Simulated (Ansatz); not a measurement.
# TiAu: pressure up to the limit of the methods

An exercise on one series of results from a longer session: the logs are not shown, and one member is left open.

Computed with Ansatz 0.2.0 (DFT, r2SCAN, PAW with Ansatz's default frozen-core files, scalar-relativistic, unless a step's input says otherwise).

1 further run of the same task is left out (it didn't finish).

### The starting structure

The structure is cubic, space group Pm-3m (No. 221). The conventional cell has a = 3.254 Å, b = 3.254 Å, c = 3.254 Å, α = 90.00°, β = 90.00°, γ = 90.00°. Around Ti (site symmetry m-3m) lie 8 Au at 2.82 Å. Au (site symmetry m-3m) has 8 Ti at 2.82 Å as nearest neighbours.

As a file:

```cif
data_structure
_symmetry_space_group_name_H-M 'P 1'
_symmetry_Int_Tables_number 1
_cell_length_a 3.2540
_cell_length_b 3.2540
_cell_length_c 3.2540
_cell_angle_alpha 90.000
_cell_angle_beta 90.000
_cell_angle_gamma 90.000
_cell_volume 34.46
loop_
_atom_site_label
_atom_site_type_symbol
_atom_site_fract_x
_atom_site_fract_y
_atom_site_fract_z
_atom_site_occupancy
Ti1 Ti 0.50000 0.50000 0.50000 1
Au1 Au 0.00000 0.00000 0.00000 1
```

Whether this phase is the stable one at these pressures isn't tested.

Atoms are numbered in the order of the input: Ti1, Au2.

The first run:

Contents of input.yaml:

```yaml
crystal:
  lattice:
    - [3.254, 0.0, 0.0]
    - [0.0, 3.254, 0.0]
    - [0.0, 0.0, 3.254]
  atoms:
    - { symbol: Ti, position: [0.5, 0.5, 0.5] }
    - { symbol: Au, position: [0.0, 0.0, 0.0] }
kpoints:
  mp_grid: { grid: [11, 11, 11] }
  band_path:
    path:
      - [0.0, 0.0, 0.0]
      - [0.0, 0.5, 0.0]
      - [0.5, 0.5, 0.0]
      - [0.0, 0.0, 0.0]
      - [0.5, 0.5, 0.5]
      - [0.0, 0.5, 0.0]
      - [0.5, 0.5, 0.5]
      - [0.5, 0.5, 0.0]
    npoints: 6
scf:
  occupations: { method: fermi_dirac, width: 0.05 }
hamiltonian:
  xc: r2scan
  pseudopotentials: { kind: paw }
output:
  forces: true
  stress: true
  eigenvalues: true
  efg: { contact_densities: true }
  populations: true
  write_density: true
  write_potential: true
  elf: true
  volumetric_format: npy
```

Started as:

```sh
> ansatz run input.yaml --threads 1 --pin off --max-ram 2048MiB --backend cpu --events-out ev --progress --plain --runs-dir out
```

Steps of the session up to this table: Volume scaled by 1, PAW; Volume scaled by 0.9, PAW; Volume scaled by 0.6, PAW; Volume scaled by 0.5, PAW.

One of the session's tables, all rows but one given; the rest of the session is left out.

```
method  volume over the first  volume (Å³/atom)  pressure (GPa)
   PAW                      1            17.228           -1.66
   PAW                    0.9            15.505           18.29
   PAW                    0.6                 ?               ?
   PAW                    0.5             8.614          465.15
```

**Question.** Estimate the row for PAW, 0.6.

The run gave: volume (Å³/atom): 10.337; pressure (GPa): 235.27. In the column «volume (Å³/atom)» it lies between PAW, 0.5 (8.614) and PAW, 0.9 (15.505).

To keep in mind: Warnings in the runs' records: gradients without spin orbit.
